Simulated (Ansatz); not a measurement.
# interstitial Li in Si: hop to the nearest equivalent void

Aim: the minimum-energy path and barrier of the hop to the nearest equivalent void. The ends are relaxed first, then joined by a nudged elastic band. The host cell (diamond) has 16 atoms, cell charge +1; the extra atom is the last.

Method: DFT PBE, plane waves, PAW, scalar-relativistic, no spin polarisation, in Ansatz 0.2.0.

### 1 Starting point

The cell holds 17 atoms (LiSi16): a = 7.679 Å, b = 7.679 Å, c = 7.679 Å, α = 60.00°, β = 60.00°, γ = 60.00°.

The coordinates stand in the first input below.

### 2 End point A

Input file input.yaml:

```yaml
crystal:
  lattice:
    - [0.0, 5.43, 5.43]
    - [5.43, 0.0, 5.43]
    - [5.43, 5.43, 0.0]
  atoms:
    - { symbol: Si, position: [0.0, 0.0, 0.0] }
    - { symbol: Si, position: [0.125, 0.125, 0.125] }
    - { symbol: Si, position: [0.0, 0.0, 0.5] }
    - { symbol: Si, position: [0.125, 0.125, 0.625] }
    - { symbol: Si, position: [0.0, 0.5, 0.0] }
    - { symbol: Si, position: [0.125, 0.625, 0.125] }
    - { symbol: Si, position: [0.0, 0.5, 0.5] }
    - { symbol: Si, position: [0.125, 0.625, 0.625] }
    - { symbol: Si, position: [0.5, 0.0, 0.0] }
    - { symbol: Si, position: [0.625, 0.125, 0.125] }
    - { symbol: Si, position: [0.5, 0.0, 0.5] }
    - { symbol: Si, position: [0.625, 0.125, 0.625] }
    - { symbol: Si, position: [0.5, 0.5, 0.0] }
    - { symbol: Si, position: [0.625, 0.625, 0.125] }
    - { symbol: Si, position: [0.5, 0.5, 0.5] }
    - { symbol: Si, position: [0.625, 0.625, 0.625] }
    - { symbol: Li, position: [0.8035614, 0.8098513, 0.5679995] }
total_charge: 1
basis:
  ecutwfc: 420.0
kpoints:
  mp_grid: { grid: [2, 2, 2] }
hamiltonian:
  xc: pbe
  pseudopotentials: { kind: paw, azcp: { folder: soft_1 } }
scf:
  occupations: { method: gaussian, width: 0.02 }
  lower_state_search: "off"
relax:
  f_tol: 0.03
  max_steps: 60
  adjacent_minimum: "off"
```

Started as:

```sh
ansatz run input.yaml --threads 1 --pin off --max-ram 3072MiB --backend cpu --events-out ev --progress --plain --runs-dir out
```

The program printed (excerpt; [...] marks lines left out):

```text
Warning: RAYON_NUM_THREADS=1 ignored (pool sized by the plan → 1); use --threads N
[...]
Pseudopotentials: kind: paw
Pseudopotential: Si, paw, valence charge 4, recommended cutoff 420 eV (normal), <dir>
Pseudopotential: Li, paw, valence charge 3, recommended cutoff 420 eV (normal), <dir>
Functional definition: PBE
[...]
Crystal: 17 atoms, lattice volume = 320.206 Å³
Basis set: ecut = 420 eV, 6231 PW (Γ), exchange–correlation on 108×108×108 points (8 copies of the dense FFT grid, shifted against one another)
Bands: 50, of which v1, the nominal top of the filled ones, is band 33 counted from 1 (32 counted from 0)
Symmetry: 1 space group operations
Space group: P1 (ITA 1), of the structure as read, at distance tolerance 6.8e-5 Å
k-points: 8
[...]
SCF iter   1: F=—  HF=-10385.102427 eV  |F-HF|=—  |Δ(HF+E_count)|=         —  Δρ=5.10e-2  dr2=1.23e1  ethr=3.10e-3  ⟨swp⟩=8.8  Hψ=2229  notcnv=0  defer=40
[...]
relax step   1: F+E_penalty+E_count = -10381.88940786 eV  Δ(F+E_penalty+E_count) = +0.000e0 eV  max|allowed force component| = 1.553e0 eV/Å  Δτ_max = 0.0000 Å  (7 SCF iters, dr2 threshold 2.25e-5 eV, accepted)
[...]
relax step   4: F+E_penalty+E_count = -10382.39097748 eV  Δ(F+E_penalty+E_count) = -8.082e-2 eV  max|allowed force component| = 3.519e-1 eV/Å  Δτ_max = 0.2000 Å  (6 SCF iters, dr2 threshold 9.21e-7 eV, accepted)
[...]
relax step   5: F+E_penalty+E_count = -10382.52871857 eV  Δ(F+E_penalty+E_count) = -1.377e-1 eV  max|allowed force component| = 4.221e-1 eV/Å  Δτ_max = 0.1955 Å  (5 SCF iters, dr2 threshold 7.74e-6 eV, accepted)
```

### 3 The log goes on: end point A relaxed

The log, continued:

```text
SCF iter   1: F=—  HF=-10382.689388 eV  |F-HF|=—  |Δ(HF+E_count)|=         —  Δρ=4.24e-3  dr2=7.71e-2  ethr=1.24e-3  ⟨swp⟩=4.0  Hψ=1023  notcnv=0  defer=72
preconditioner: auto → Resta (q_TF=auto, 2.097 Å⁻¹)  ε∞=5.3  [insulator: Δε(μ)=0.506 eV  Ē_g=7.974 eV  σ=0.020 eV  W_gap=1.00  n_scr=58 (ndim 8)  ℏωp=16.6 eV  f_vac=0.000  D(μ)=0.00/eV (n_scr^D=0)  ε∞_Penn≈5.3]
SCF iter   2: F=—  HF=-10382.684170 eV  |F-HF|=—  |Δ(HF+E_count)|=   5.22e-3  Δρ=2.27e-3  dr2=2.01e-2  ethr=1.17e-4  ⟨swp⟩=2.5  Hψ=537  notcnv=0  defer=74
SCF iter   3: F=—  HF=-10382.683744 eV  |F-HF|=—  |Δ(HF+E_count)|=   4.26e-4  Δρ=2.95e-4  dr2=3.51e-4  ethr=3.05e-5  ⟨swp⟩=3.0  Hψ=683  notcnv=0  defer=74
SCF iter   4: F=-10382.683746 eV  HF=-10382.683749 eV  |F-HF|=2.97e-6  |Δ(HF+E_count)|=   4.92e-6  Δρ=5.98e-5  dr2=2.39e-5  ethr=1.52e-7  ⟨swp⟩=3.4  Hψ=1346  notcnv=0
SCF 6 converged in 4 iterations: F = -10382.683746 eV  dr2 = 2.39e-5
relax step   6: F+E_penalty+E_count = -10382.68374638 eV  Δ(F+E_penalty+E_count) = -1.550e-1 eV  max|allowed force component| = 3.537e-1 eV/Å  Δτ_max = 0.1943 Å  (4 SCF iters, dr2 threshold 1.00e-4 eV, accepted)
SCF iter   1: F=—  HF=-10382.830407 eV  |F-HF|=—  |Δ(HF+E_count)|=         —  Δρ=5.28e-3  dr2=1.02e-1  ethr=1.75e-3  ⟨swp⟩=3.9  Hψ=1072  notcnv=0  defer=70
preconditioner: auto → Resta (q_TF=auto, 2.097 Å⁻¹)  ε∞=5.3  [insulator: Δε(μ)=0.605 eV  Ē_g=7.981 eV  σ=0.020 eV  W_gap=1.00  n_scr=58 (ndim 8)  ℏωp=16.6 eV  f_vac=0.000  D(μ)=0.00/eV (n_scr^D=0)  ε∞_Penn≈5.3]
SCF iter   2: F=—  HF=-10382.822831 eV  |F-HF|=—  |Δ(HF+E_count)|=   7.58e-3  Δρ=2.92e-3  dr2=2.82e-2  ethr=1.55e-4  ⟨swp⟩=2.5  Hψ=527  notcnv=0  defer=70
SCF iter   3: F=—  HF=-10382.821527 eV  |F-HF|=—  |Δ(HF+E_count)|=   1.30e-3  Δρ=3.27e-4  dr2=3.93e-4  ethr=4.27e-5  ⟨swp⟩=3.0  Hψ=712  notcnv=0  defer=70
SCF iter   4: F=-10382.821533 eV  HF=-10382.821536 eV  |F-HF|=3.23e-6  |Δ(HF+E_count)|=   8.72e-6  Δρ=6.30e-5  dr2=2.51e-5  ethr=1.33e-7  ⟨swp⟩=3.4  Hψ=1414  notcnv=0
SCF 7 converged in 4 iterations: F = -10382.821533 eV  dr2 = 2.51e-5
relax step   7: F+E_penalty+E_count = -10382.82153265 eV  Δ(F+E_penalty+E_count) = -1.378e-1 eV  max|allowed force component| = 2.151e-1 eV/Å  Δτ_max = 0.2000 Å  (4 SCF iters, dr2 threshold 8.79e-5 eV, accepted)
SCF iter   1: F=—  HF=-10382.900271 eV  |F-HF|=—  |Δ(HF+E_count)|=         —  Δρ=6.52e-3  dr2=1.31e-1  ethr=2.23e-3  ⟨swp⟩=4.0  Hψ=1183  notcnv=0  defer=70
preconditioner: auto → Resta (q_TF=auto, 2.097 Å⁻¹)  ε∞=5.3  [insulator: Δε(μ)=0.628 eV  Ē_g=7.988 eV  σ=0.020 eV  W_gap=1.00  n_scr=58 (ndim 8)  ℏωp=16.6 eV  f_vac=0.000  D(μ)=0.00/eV (n_scr^D=0)  ε∞_Penn≈5.3]
SCF iter   2: F=—  HF=-10382.890483 eV  |F-HF|=—  |Δ(HF+E_count)|=   9.79e-3  Δρ=3.67e-3  dr2=3.83e-2  ethr=1.98e-4  ⟨swp⟩=2.4  Hψ=509  notcnv=0  defer=70
SCF iter   3: F=—  HF=-10382.888455 eV  |F-HF|=—  |Δ(HF+E_count)|=   2.03e-3  Δρ=3.35e-4  dr2=4.28e-4  ethr=5.80e-5  ⟨swp⟩=3.0  Hψ=694  notcnv=0  defer=70
SCF iter   4: F=—  HF=-10382.888368 eV  |F-HF|=—  |Δ(HF+E_count)|=   8.70e-5  Δρ=6.64e-5  dr2=2.84e-5  ethr=6.48e-7  ⟨swp⟩=2.0  Hψ=497  notcnv=0  defer=70
SCF iter   5: F=-10382.888372 eV  HF=-10382.888372 eV  |F-HF|=5.66e-7  |Δ(HF+E_count)|=   3.62e-6  Δρ=2.22e-5  dr2=2.46e-6  ethr=2.59e-8  ⟨swp⟩=4.2  Hψ=1203  notcnv=0
SCF 8 converged in 5 iterations: F = -10382.888372 eV  dr2 = 2.46e-6
relax step   8: F+E_penalty+E_count = -10382.88837246 eV  Δ(F+E_penalty+E_count) = -6.684e-2 eV  max|allowed force component| = 1.891e-2 eV/Å  Δτ_max = 0.2000 Å  (5 SCF iters, dr2 threshold 1.71e-5 eV, accepted)
iter 1 solved again at ethr=3.73e-9 eV; its pass at ethr=3.10e-3 eV (dr2=2.46e-6 eV) is discarded
SCF iter   1: F=—  HF=-10382.888441 eV  |F-HF|=—  |Δ(HF+E_count)|=         —  Δρ=2.22e-5  dr2=2.46e-6  ethr=3.73e-9  ⟨swp⟩=1.0  Hψ=992  notcnv=0  defer=70
preconditioner: auto → Resta (q_TF=auto, 2.097 Å⁻¹)  ε∞=5.3  [insulator: Δε(μ)=0.640 eV  Ē_g=7.989 eV  σ=0.020 eV  W_gap=1.00  n_scr=58 (ndim 8)  ℏωp=16.6 eV  f_vac=0.000  D(μ)=0.00/eV (n_scr^D=0)  ε∞_Penn≈5.3]
SCF iter   2: F=—  HF=-10382.888373 eV  |F-HF|=—  |Δ(HF+E_count)|=   6.88e-5  Δρ=1.40e-5  dr2=9.00e-7  ethr=3.73e-9  ⟨swp⟩=2.0  Hψ=524  notcnv=0  defer=70
SCF iter   3: F=-10382.888373 eV  HF=-10382.888373 eV  |F-HF|=2.50e-8  |Δ(HF+E_count)|=   6.34e-7  Δρ=2.95e-6  dr2=5.24e-8  ethr=1.52e-10  ⟨swp⟩=3.9  Hψ=1454  notcnv=0
SCF 9 converged in 3 iterations: F = -10382.888373 eV  dr2 = 5.24e-8
relax step   9: F+E_penalty+E_count = -10382.88837319 eV  Δ(F+E_penalty+E_count) = -7.319e-7 eV  max|allowed force component| = 1.841e-2 eV/Å  Δτ_max = 0.0000 Å  (3 SCF iters, accepted)
SCF converged after 3 iterations
Free energy (F): -10382.888373 eV
Harris-Foulkes:  -10382.888373 eV  (|F-HF|=2.50e-8)
Internal energy: -10382.888373 eV  (E = F + TS)
E sigma→0 (E₀):  -10382.888373 eV
Fermi energy:    6.780891 eV
--- Per-component energies (eV) ---
  E_band       = 8.829482
  E_kinetic    = 665.591016
  E_local      = -518.801004  (includes V_loc(G=0)·N_el)
  E_nonlocal   = 342.778292
  E_hartree    = 165.151011
  E_xc         = -905.095488
  E_vxc        = -766.583748  (∫ρ·V_xc dr)
  E_paw        = -8210.519318  (= ΣΔE_a)
  E_vpaw       = -44.457865  (= ΣTr[D̂ρ^β])
  E_aug_tail   = 0.000859  (compensation charges beyond the density's cutoff)
  E_ewald      = -1921.993741
  E_smearing   = -0.000000  (= −TS)
  E_closure    = 0.000000  (closes the sum)
  E_deformation_potential = 13.071136  (in the stress; not in F)
  Σ components = -10382.888373   (vs F -10382.888373, Δ=0.00e0)
--- Forces (eV/Å), atoms counted from 1 ---
  atom   1  Si    -0.00756720    -0.00789885     0.00748802
  atom   2  Si    -0.00369895    -0.00366415     0.00306390
  atom   3  Si    -0.00329920    -0.00313156    -0.00328033
  atom   4  Si    -0.00671095    -0.00628655     0.00731027
  atom   5  Si     0.00039936    -0.00124816    -0.00048615
  atom   6  Si    -0.00304473    -0.00377053     0.00378101
  atom   7  Si     0.00223647    -0.00291375     0.00360728
  atom   8  Si     0.00171608    -0.00708274    -0.00153795
  atom   9  Si    -0.00100782     0.00062399    -0.00076259
  atom  10  Si    -0.00388829    -0.00314507     0.00386246
  atom  11  Si    -0.00314926     0.00161642     0.00366514
  atom  12  Si    -0.00655164     0.00185001    -0.00136805
  atom  13  Si     0.00112864     0.00107255     0.00052267
  atom  14  Si     0.00738139     0.00761612    -0.00740089
  atom  15  Si     0.00620475     0.00617946    -0.00614072
  atom  16  Si     0.00156854     0.00186116     0.00604790
  atom  17  Li     0.01832183     0.01836015    -0.01841105
  max |Σ_I F_I| component: 3.91e-5 eV/Å
--- Relaxed structure (9 steps of the walk, 9 accepted, 0 SCFs on fresh bases) ---
  F+E_penalty+E_count = -10382.88837319 eV   max|allowed force component| = 1.841e-2 eV/Å
  atoms:
    - { symbol: Si, position: [0.002366553497460063, 0.0027277494789138042, -0.008342042754912307] }
    - { symbol: Si, position: [0.1272613000009818, 0.12762538851247068, 0.11438869667961102] }
    - { symbol: Si, position: [0.005112535717546599, 0.00547403550602881, 0.48817905537320233] }
    - { symbol: Si, position: [0.12652820937197262, 0.12691960626640586, 0.6191008233798232] }
    - { symbol: Si, position: [0.0056859678057275265, 0.5014937167009467, -0.009175786369958278] }
    - { symbol: Si, position: [0.127263717347248, 0.6302036763880194, 0.11440507532216831] }
    - { symbol: Si, position: [0.005108213679009238, 0.500711291589049, 0.48819926708898387] }
    - { symbol: Si, position: [0.13575389536049515, 0.6259983454700746, 0.6117393069048813] }
    - { symbol: Si, position: [0.5011308830916612, 0.006077462748238893, -0.009199923850376046] }
    - { symbol: Si, position: [0.629839341869842, 0.1276208306436068, 0.11441906773119476] }
    - { symbol: Si, position: [0.5003245737275199, 0.005474121217350414, 0.4882155934448044] }
    - { symbol: Si, position: [0.625640309229835, 0.13612155041622026, 0.6117165386187758] }
    - { symbol: Si, position: [0.5011355810279223, 0.5014936339190899, -0.009231821060194267] }
    - { symbol: Si, position: [0.6265927154121987, 0.6269854490682215, 0.11891399230062216] }
    - { symbol: Si, position: [0.5038946496228915, 0.50426363268477, 0.4870524840596029] }
    - { symbol: Si, position: [0.6256481824906088, 0.6260190852315093, 0.6116881967729151] }
    - { symbol: Li, position: [0.7542747707470798, 0.7546417241590848, 0.7359309763588562] }
```

Wall time 32 s (1 thread of AMD EPYC 7R43 (Zen 3), shared host); peak memory 0.58 GiB.

The steps of the relaxation:

| step | energy from step 1 (eV/cell) | largest force component (eV/Å) |
| --- | --- | --- |
| 1 | 0.0000 | 1.5529 |
| 2 | -0.3463 | 0.4987 |
| 3 | -0.4207 | 0.1214 |
| 4 | -0.5016 | 0.3519 |
| 5 | -0.6393 | 0.4221 |
| 6 | -0.7943 | 0.3537 |
| 7 | -0.9321 | 0.2151 |
| 8 | -0.9990 | 0.0189 |
| 9 | -0.9990 | 0.0184 |

Step 1 is the start. Step 9 solves the same geometry again.

Largest move: Li17, 1.05 Å.

### 4 Relaxing end B

The second end starts from a geometry with the move made by hand.

Edit input.yaml of step 2 so:

```diff
@@ -22,3 +22,3 @@
     - { symbol: Si, position: [0.625, 0.625, 0.625] }
-    - { symbol: Li, position: [0.8035614, 0.8098513, 0.5679995] }
+    - { symbol: Li, position: [0.8197711, 0.82225565, 0.3075477] }
 total_charge: 1
```

Started as:

```sh
ansatz run input.yaml --threads 1 --pin off --max-ram 3072MiB --backend cpu --events-out ev --progress --plain --runs-dir out
```

The program printed (excerpt; [...] marks lines left out):

```text
Warning: RAYON_NUM_THREADS=1 ignored (pool sized by the plan → 1); use --threads N
[...]
[... 4 set-up lines as earlier in the session ...]
[...]
Crystal: 17 atoms, lattice volume = 320.206 Å³
[...]
relax step   4: F+E_penalty+E_count = -10382.47111513 eV  Δ(F+E_penalty+E_count) = -1.165e-1 eV  max|allowed force component| = 4.136e-1 eV/Å  Δτ_max = 0.1954 Å  (5 SCF iters, dr2 threshold 7.68e-6 eV, accepted)
[...]
relax step   5: F+E_penalty+E_count = -10382.61331503 eV  Δ(F+E_penalty+E_count) = -1.422e-1 eV  max|allowed force component| = 3.936e-1 eV/Å  Δτ_max = 0.1953 Å  (4 SCF iters, dr2 threshold 5.17e-5 eV, accepted)
[...]
SCF iter   3: F=—  HF=-10382.766494 eV  |F-HF|=—  |Δ(HF+E_count)|=   1.00e-3  Δρ=3.25e-4  dr2=4.04e-4  ethr=3.77e-5  ⟨swp⟩=3.0  Hψ=700  notcnv=0  defer=74
```

### 5 More of the same log: end point B relaxed

Output, continued:

```text
SCF iter   4: F=-10382.766493 eV  HF=-10382.766498 eV  |F-HF|=4.32e-6  |Δ(HF+E_count)|=   3.88e-6  Δρ=6.18e-5  dr2=2.59e-5  ethr=1.52e-7  ⟨swp⟩=3.6  Hψ=1388  notcnv=0
SCF 6 converged in 4 iterations: F = -10382.766493 eV  dr2 = 2.59e-5
relax step   6: F+E_penalty+E_count = -10382.76649328 eV  Δ(F+E_penalty+E_count) = -1.532e-1 eV  max|allowed force component| = 2.708e-1 eV/Å  Δτ_max = 0.2000 Å  (4 SCF iters, dr2 threshold 1.00e-4 eV, accepted)
SCF iter   1: F=—  HF=-10382.884044 eV  |F-HF|=—  |Δ(HF+E_count)|=         —  Δρ=6.36e-3  dr2=1.22e-1  ethr=2.34e-3  ⟨swp⟩=4.0  Hψ=1084  notcnv=0  defer=70
preconditioner: auto → Resta (q_TF=auto, 2.097 Å⁻¹)  ε∞=5.3  [insulator: Δε(μ)=0.624 eV  Ē_g=7.990 eV  σ=0.020 eV  W_gap=1.00  n_scr=58 (ndim 8)  ℏωp=16.6 eV  f_vac=0.000  D(μ)=0.00/eV (n_scr^D=0)  ε∞_Penn≈5.3]
SCF iter   2: F=—  HF=-10382.876268 eV  |F-HF|=—  |Δ(HF+E_count)|=   7.78e-3  Δρ=3.59e-3  dr2=3.65e-2  ethr=1.85e-4  ⟨swp⟩=2.0  Hψ=498  notcnv=0  defer=70
SCF iter   3: F=—  HF=-10382.874507 eV  |F-HF|=—  |Δ(HF+E_count)|=   1.76e-3  Δρ=3.18e-4  dr2=3.96e-4  ethr=5.54e-5  ⟨swp⟩=3.0  Hψ=698  notcnv=0  defer=70
SCF iter   4: F=—  HF=-10382.874515 eV  |F-HF|=—  |Δ(HF+E_count)|=   8.32e-6  Δρ=6.22e-5  dr2=2.62e-5  ethr=5.26e-8  ⟨swp⟩=3.1  Hψ=1452  notcnv=0
SCF iter   5: F=-10382.874518 eV  HF=-10382.874517 eV  |F-HF|=7.50e-7  |Δ(HF+E_count)|=   1.97e-6  Δρ=2.13e-5  dr2=2.21e-6  ethr=3.97e-8  ⟨swp⟩=2.9  Hψ=1361  notcnv=0
SCF 7 converged in 5 iterations: F = -10382.874518 eV  dr2 = 2.21e-6
relax step   7: F+E_penalty+E_count = -10382.87451813 eV  Δ(F+E_penalty+E_count) = -1.080e-1 eV  max|allowed force component| = 9.147e-2 eV/Å  Δτ_max = 0.2000 Å  (5 SCF iters, dr2 threshold 3.47e-5 eV, accepted)
SCF iter   1: F=—  HF=-10382.891211 eV  |F-HF|=—  |Δ(HF+E_count)|=         —  Δρ=3.54e-3  dr2=3.39e-2  ethr=5.46e-4  ⟨swp⟩=5.1  Hψ=1095  notcnv=0  defer=70
preconditioner: auto → Resta (q_TF=auto, 2.097 Å⁻¹)  ε∞=5.3  [insulator: Δε(μ)=0.637 eV  Ē_g=7.990 eV  σ=0.020 eV  W_gap=1.00  n_scr=58 (ndim 8)  ℏωp=16.6 eV  f_vac=0.000  D(μ)=0.00/eV (n_scr^D=0)  ε∞_Penn≈5.3]
SCF iter   2: F=—  HF=-10382.889546 eV  |F-HF|=—  |Δ(HF+E_count)|=   1.66e-3  Δρ=2.02e-3  dr2=1.05e-2  ethr=5.14e-5  ⟨swp⟩=2.0  Hψ=515  notcnv=0  defer=70
SCF iter   3: F=—  HF=-10382.889067 eV  |F-HF|=—  |Δ(HF+E_count)|=   4.80e-4  Δρ=1.44e-4  dr2=7.92e-5  ethr=1.60e-5  ⟨swp⟩=2.1  Hψ=530  notcnv=0  defer=70
SCF iter   4: F=—  HF=-10382.889100 eV  |F-HF|=—  |Δ(HF+E_count)|=   3.32e-5  Δρ=2.75e-5  dr2=3.89e-6  ethr=1.20e-7  ⟨swp⟩=2.0  Hψ=579  notcnv=0  defer=70
SCF iter   5: F=-10382.889101 eV  HF=-10382.889101 eV  |F-HF|=1.58e-7  |Δ(HF+E_count)|=   1.19e-6  Δρ=8.24e-6  dr2=2.87e-7  ethr=1.45e-9  ⟨swp⟩=4.9  Hψ=1244  notcnv=0
SCF 8 converged in 5 iterations: F = -10382.889101 eV  dr2 = 2.87e-7
relax step   8: F+E_penalty+E_count = -10382.88910115 eV  Δ(F+E_penalty+E_count) = -1.458e-2 eV  max|allowed force component| = 1.918e-2 eV/Å  Δτ_max = 0.0944 Å  (5 SCF iters, dr2 threshold 9.54e-7 eV, accepted)
iter 1 solved again at ethr=4.36e-10 eV; its pass at ethr=3.10e-3 eV (dr2=2.88e-7 eV) is discarded
SCF iter   1: F=—  HF=-10382.889053 eV  |F-HF|=—  |Δ(HF+E_count)|=         —  Δρ=8.29e-6  dr2=2.88e-7  ethr=4.36e-10  ⟨swp⟩=1.0  Hψ=995  notcnv=0  defer=70
preconditioner: auto → Resta (q_TF=auto, 2.097 Å⁻¹)  ε∞=5.3  [insulator: Δε(μ)=0.638 eV  Ē_g=7.990 eV  σ=0.020 eV  W_gap=1.00  n_scr=58 (ndim 8)  ℏωp=16.6 eV  f_vac=0.000  D(μ)=0.00/eV (n_scr^D=0)  ε∞_Penn≈5.3]
SCF iter   2: F=—  HF=-10382.889101 eV  |F-HF|=—  |Δ(HF+E_count)|=   4.85e-5  Δρ=5.32e-6  dr2=1.22e-7  ethr=4.36e-10  ⟨swp⟩=2.0  Hψ=594  notcnv=0  defer=70
SCF iter   3: F=-10382.889101 eV  HF=-10382.889101 eV  |F-HF|=2.16e-9  |Δ(HF+E_count)|=   1.04e-7  Δρ=9.01e-7  dr2=4.28e-9  ethr=1.52e-10  ⟨swp⟩=4.0  Hψ=1192  notcnv=0
SCF 9 converged in 3 iterations: F = -10382.889101 eV  dr2 = 4.28e-9
relax step   9: F+E_penalty+E_count = -10382.88910121 eV  Δ(F+E_penalty+E_count) = -6.235e-8 eV  max|allowed force component| = 1.921e-2 eV/Å  Δτ_max = 0.0000 Å  (3 SCF iters, accepted)
SCF converged after 3 iterations
Free energy (F): -10382.889101 eV
Harris-Foulkes:  -10382.889101 eV  (|F-HF|=2.16e-9)
Internal energy: -10382.889101 eV  (E = F + TS)
E sigma→0 (E₀):  -10382.889101 eV
Fermi energy:    6.780218 eV
--- Per-component energies (eV) ---
  E_band       = 8.820795
  E_kinetic    = 665.596451
  E_local      = -518.925003  (includes V_loc(G=0)·N_el)
  E_nonlocal   = 342.778354
  E_hartree    = 165.207637
  E_xc         = -905.097094
  E_vxc        = -766.586027  (∫ρ·V_xc dr)
  E_paw        = -8210.520403  (= ΣΔE_a)
  E_vpaw       = -44.459040  (= ΣTr[D̂ρ^β])
  E_aug_tail   = 0.000859  (compensation charges beyond the density's cutoff)
  E_ewald      = -1921.929902
  E_smearing   = -0.000000  (= −TS)
  E_closure    = -0.000000  (closes the sum)
  E_deformation_potential = 13.071136  (in the stress; not in F)
  Σ components = -10382.889101   (vs F -10382.889101, Δ=0.00e0)
--- Forces (eV/Å), atoms counted from 1 ---
  atom   1  Si    -0.01051411    -0.01006054     0.00654658
  atom   2  Si     0.01919361     0.01920600     0.00358307
  atom   3  Si    -0.01298288    -0.01269201    -0.01449646
  atom   4  Si     0.00422399     0.00384371     0.00561909
  atom   5  Si    -0.00806203    -0.00307779    -0.00274934
  atom   6  Si    -0.00991072     0.00260570     0.00051815
  atom   7  Si    -0.00603214     0.00336002    -0.00842449
  atom   8  Si     0.01842800     0.00211041     0.01830836
  atom   9  Si    -0.00305580    -0.00801336    -0.00276851
  atom  10  Si     0.00251447    -0.01083345     0.00079592
  atom  11  Si     0.00384069    -0.00628777    -0.00913230
  atom  12  Si     0.00238027     0.01859880     0.01846671
  atom  13  Si     0.00367253     0.00374449     0.00372385
  atom  14  Si    -0.00277580    -0.00275372    -0.00274912
  atom  15  Si    -0.00275665    -0.00279841    -0.00823997
  atom  16  Si     0.00106236     0.00143184    -0.00538860
  atom  17  Li     0.00078354     0.00162523    -0.00360303
  max |Σ_I F_I| component: 9.91e-6 eV/Å
--- Relaxed structure (9 steps of the walk, 9 accepted, 0 SCFs on fresh bases) ---
  F+E_penalty+E_count = -10382.88910121 eV   max|allowed force component| = 1.921e-2 eV/Å
  atoms:
    - { symbol: Si, position: [-0.0009991295725318172, -0.0008565896495373373, -0.010740294195612836] }
    - { symbol: Si, position: [0.12374956760731948, 0.12389827563186379, 0.1187898208466093] }
    - { symbol: Si, position: [-0.0009342867916026616, -0.0007790338659000413, 0.49830095471282726] }
    - { symbol: Si, position: [0.12171660210113187, 0.12185328517924864, 0.6210349146780819] }
    - { symbol: Si, position: [-0.005712423245352094, 0.49778600635518083, -0.003114042604018069] }
    - { symbol: Si, position: [0.12365755096949899, 0.6199965172724959, 0.1191319260386488] }
    - { symbol: Si, position: [-0.0010075382330894944, 0.4900829032180759, 0.4982928147402065] }
    - { symbol: Si, position: [0.12372735647291633, 0.6196943493847922, 0.6229989407183363] }
    - { symbol: Si, position: [0.4976378787693714, -0.005567451978784027, -0.0031099438898722354] }
    - { symbol: Si, position: [0.6198590016660164, 0.12379020072914007, 0.11914049376146374] }
    - { symbol: Si, position: [0.4899443895394027, -0.000864282888854595, 0.49829363427293505] }
    - { symbol: Si, position: [0.6195414327521425, 0.12387907155916211, 0.6230020084437464] }
    - { symbol: Si, position: [0.4975399761238892, 0.4976764616579895, -0.0031241546511097673] }
    - { symbol: Si, position: [0.621761703890301, 0.6219069322675933, 0.12105182737529807] }
    - { symbol: Si, position: [0.4976097590708517, 0.49776191839020434, 0.4935764265069798] }
    - { symbol: Si, position: [0.6198046032100128, 0.6199506023789316, 0.6230068204381866] }
    - { symbol: Li, position: [0.8718746556697228, 0.8720464843583982, 0.3710155528072938] }
```

Wall time 29 s (1 thread of AMD EPYC 7R43 (Zen 3), shared host); peak memory 0.58 GiB.

Step by step:

| step | energy from step 1 (eV/cell) | largest force component (eV/Å) |
| --- | --- | --- |
| 1 | 0.0000 | 1.5846 |
| 2 | -0.3517 | 0.5025 |
| 3 | -0.4599 | 0.2764 |
| 4 | -0.5764 | 0.4136 |
| 5 | -0.7186 | 0.3936 |
| 6 | -0.8717 | 0.2708 |
| 7 | -0.9798 | 0.0915 |
| 8 | -0.9944 | 0.0192 |
| 9 | -0.9944 | 0.0192 |

Step 1 is the start. Step 9 solves the same geometry again.

The atom that moved most is Li17, by 1.04 Å.

[end of part 1 of 2]
